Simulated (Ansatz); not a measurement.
**C₂H₇FSi₂: a ladder of functionals and wavefunction methods**

One table from this session's results is given with a row withheld; the runs are named, their logs left out.

The runs use Ansatz 0.2.0, Gaussian basis; functionals in def2-TZVPP, the program's frozen cores in correlated methods.

The runs, in order: LDA (SPW92), PBE-D4, revPBE-D4, BLYP-D4, r2SCAN-D4, B97M-V, PBE0-D4, B3LYP-D4, r2SCANh-D4, r2SCAN0-D4, HSE06-D4, BHLYP-D4, CAM-B3LYP-D4, LC-ωPBE, ωB97X-V, ωB97M-V, B2PLYP, PBE-QIDH; CCSD(T)/def2-SVP; CCSD(T)/def2-TZVPP; MP2/def2-QZVPP; extrapolation to the limit; RPA on PBE.

**The geometry**

All runs share one geometry, relaxed beforehand with PBE0-D4 in a triple-zeta def2 set.

12 atoms, charge 0, spin multiplicity 1.

Atoms are counted from 1 here; the program's logs count them from 0.

Bond lengths: F1–Si2 1.609 Å, Si2–C3 1.889 Å, Si2–Si5 2.332 Å, Si2–H6 1.488 Å, C3–C4 1.555 Å, C3–H7 1.093 Å, C3–H8 1.097 Å, C4–Si5 1.910 Å, C4–H9 1.094 Å, C4–H10 1.092 Å, Si5–H11 1.491 Å, Si5–H12 1.488 Å. Angles: F1–Si2–C3 111.6°, F1–Si2–Si5 113.8°, F1–Si2–H6 106.0°, C3–Si2–Si5 77.1°, C3–Si2–H6 118.2°, Si5–Si2–H6 127.6°, Si2–C3–C4 98.9°, Si2–C3–H7 118.4°, Si2–C3–H8 107.3°, C4–C3–H7 114.5°, C4–C3–H8 110.1°, H7–C3–H8 107.1°, C3–C4–Si5 99.4°, C3–C4–H9 110.0°, C3–C4–H10 114.2°, Si5–C4–H9 108.3°, Si5–C4–H10 117.2°, H9–C4–H10 107.4° and more.

The first run:

File in.yaml:

```yaml
crystal:
  periodic: [false, false, false]
  atoms:
    - {symbol: F, position_ang: [-2.377653, 0.470400, 0.846328]}
    - {symbol: Si, position_ang: [-1.392280, 0.188122, -0.393673]}
    - {symbol: C, position_ang: [-0.157436, -1.185954, -0.001247]}
    - {symbol: C, position_ang: [0.972280, -0.322815, 0.629224]}
    - {symbol: Si, position_ang: [0.635909, 1.331500, -0.264856]}
    - {symbol: H, position_ang: [-2.269043, 0.025781, -1.584568]}
    - {symbol: H, position_ang: [-0.490336, -2.021111, 0.619801]}
    - {symbol: H, position_ang: [0.177721, -1.607020, -0.956800]}
    - {symbol: H, position_ang: [0.782691, -0.180857, 1.697459]}
    - {symbol: H, position_ang: [1.971388, -0.751549, 0.528145]}
    - {symbol: H, position_ang: [1.345667, 1.406469, -1.573396]}
    - {symbol: H, position_ang: [0.878090, 2.591934, 0.487585]}
basis:
  gaussian: {orbitals: def2-TZVPP}
hamiltonian: {xc: lda}
output: {orbitals: {seedname: orbitals}}
```

Command:

```bash
$ ansatz run in.yaml --threads 4 --pin off --events-out ev --progress --plain --max-ram 10444MiB
```

Steps of the session up to this table: LDA; PBE-D4 (GGA); revPBE-D4 (GGA); BLYP-D4 (GGA); r2SCAN-D4 (meta-GGA); B97M-V (meta-GGA); B3LYP-D4 (hybrid); r2SCANh-D4 (hybrid); r2SCAN0-D4 (hybrid); HSE06-D4 (hybrid); BHLYP-D4 (hybrid); CAM-B3LYP-D4 (range-separated); LC-ωPBE (range-separated); ωB97X-V (range-separated); ωB97M-V (range-separated); B2PLYP (double hybrid); PBE-QIDH (double hybrid).

One table of the session follows, with a row left open; its other results are not shown here.

It belongs to the step «Orbital energies across the functionals». 

```
  functional  HOMO (eV)  gap (eV)
 LDA (SPW92)      -6.46      4.99
      PBE-D4      -6.36      5.11
   revPBE-D4      -6.31      5.16
     BLYP-D4      -6.24      5.18
   r2SCAN-D4      -6.61      5.64
      B97M-V      -6.68      5.55
     PBE0-D4      -7.49      7.11
    B3LYP-D4      -7.31      6.77
  r2SCANh-D4          ?         ?
  r2SCAN0-D4      -7.65      7.43
    HSE06-D4      -7.10      6.34
    BHLYP-D4      -8.54      9.15
CAM-B3LYP-D4      -8.78      9.51
     LC-ωPBE     -10.06     11.89
     ωB97X-V      -9.75     11.47
     ωB97M-V      -9.53     10.96
```

Estimate the missing values for r2SCANh-D4.

Worked estimate for «HOMO (eV)». Against the share of exact exchange, r2SCAN-D4 (0, -6.61), r2SCAN0-D4 (0.25, -7.65) give a slope of -4.16 per unit share; at 0.1 the line stands at -7.03.

**Answer.** HOMO (eV): -7.02; gap (eV): 6.36. In «HOMO (eV)» the line misses by -0.01.
